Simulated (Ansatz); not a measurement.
# ScPt: the cost of one run

Program: Ansatz 0.2.0. Level of theory: DFT LDA, scalar-relativistic, plane waves, PAW. These are calculated values, not measurements.

3 further runs of the same task are left out: 3 set aside as unsound or not needed. Runs told in other sessions of the task aren't counted.

## Step 1: The structure to begin with

The structure is cubic, space group Pm-3m (No. 221). Conventional cell: a = 3.230 Å, b = 3.230 Å, c = 3.230 Å, α = 90.00°, β = 90.00°, γ = 90.00°. Around Sc (site symmetry m-3m) lie 8 Pt at 2.80 Å. Around Pt (site symmetry m-3m) lie 8 Sc at 2.80 Å.

As a file:

```cif
data_structure
_symmetry_space_group_name_H-M 'Pm-3m'
_symmetry_Int_Tables_number 221
_cell_length_a 3.2296
_cell_length_b 3.2296
_cell_length_c 3.2296
_cell_angle_alpha 90.000
_cell_angle_beta 90.000
_cell_angle_gamma 90.000
_cell_volume 33.69
loop_
_atom_site_label
_atom_site_type_symbol
_atom_site_symmetry_multiplicity
_atom_site_Wyckoff_symbol
_atom_site_fract_x
_atom_site_fract_y
_atom_site_fract_z
_atom_site_occupancy
Sc1 Sc 1 b 0.50000 0.50000 0.50000 1
Pt1 Pt 1 a 0.00000 0.00000 0.00000 1
```

It is the result of an earlier relaxation at this level (volume 16.84 Å³/atom; gap on the mesh: none (metal)).

## Step 2: The cell at 0.98 of its volume

Contents of input.yaml:

```yaml
crystal:
  lattice:
    - [3.2079405987, 0.0, 0.0]
    - [0.0, 3.2079405987, 0.0]
    - [0.0, 0.0, 3.2079405987]
  atoms:
    - { symbol: Sc, position: [0.5, 0.5, 0.5] }
    - { symbol: Pt, position: [0.0, 0.0, 0.0] }
basis:
  ecutwfc: 420
kpoints:
  mp_grid: { grid: [14, 14, 14] }
hamiltonian:
  xc: lda
scf:
  occupations: { method: fermi_dirac, width: 0.15 }
output:
  forces: true
  stress: true
  eigenvalues: true
  write_density: true
  write_potential: true
  elf: true
  volumetric_format: npy
```

On the command line:

```console
$ ansatz run input.yaml --threads 1 --pin off --max-ram 3072MiB --backend cpu --events-out ev --progress --plain --runs-dir out
```

Q: Estimate wall time and peak memory on 1 thread of Arm Neoverse V1, shared host.

About 5 s, with a peak of 0.34 GiB.
